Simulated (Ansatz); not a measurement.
# C2H4BN: the cost of one run

Method: RKS r2SCAN-D4/STO-3G, in Ansatz 0.2.0.

## 1. The system as given

Bond lengths: C1–C2 1.314 Å, C2–B3 1.508 Å, C2–N4 1.411 Å, B3–N4 1.371 Å, C1–H5 1.076 Å, C1–H6 1.080 Å, B3–H7 1.151 Å, N4–H8 1.002 Å. Angles: C1–C2–B3 167.5°, C1–C2–N4 136.5°, B3–C2–N4 55.9°, C2–C1–H5 120.8°, C2–C1–H6 122.5°, H5–C1–H6 116.7°, C2–B3–N4 58.4°, C2–B3–H7 159.4°, N4–B3–H7 142.2°, C2–N4–B3 65.6°, C2–N4–H8 135.2°, B3–N4–H8 159.1°.

As a file:

```xyz
8

C    -0.7181    1.2411   -0.1626
C     0.0620    0.1843   -0.1336
B     1.1416   -0.8541   -0.3064
N     0.0579   -1.0737    0.5045
H    -0.4614    2.0984   -0.7592
H    -1.6365    1.3001    0.4019
H     2.1112   -1.3482   -0.6820
H    -0.5567   -1.5479    1.1375
```

## 2. End point A

input.yaml reads:

```yaml
crystal:
  periodic: [false, false, false]
  atoms:
    - { symbol: C, position_ang: [-0.71815, 1.24115, -0.16262] }
    - { symbol: C, position_ang: [0.06199, 0.18426, -0.13355] }
    - { symbol: B, position_ang: [1.14164, -0.85411, -0.30643] }
    - { symbol: "N", position_ang: [0.05791, -1.07369, 0.50447] }
    - { symbol: H, position_ang: [-0.46143, 2.09842, -0.75924] }
    - { symbol: H, position_ang: [-1.63653, 1.30009, 0.40188] }
    - { symbol: H, position_ang: [2.11123, -1.34822, -0.68199] }
    - { symbol: H, position_ang: [-0.55666, -1.5479, 1.13747] }
basis:
  gaussian: { orbitals: STO-3G }
hamiltonian:
  xc: r2scan
  dispersion: d4
relax:
  f_tol: 0.02
  max_steps: 50
```

Started as:

```bash
ansatz run input.yaml --threads 1 --pin off --max-ram 2048MiB --backend cpu --events-out ev --progress --plain --runs-dir out
```

Q: Estimate wall time and peak memory on 1 thread of Arm Neoverse V2, shared host.

About 11 s, with a peak of 0.13 GiB.
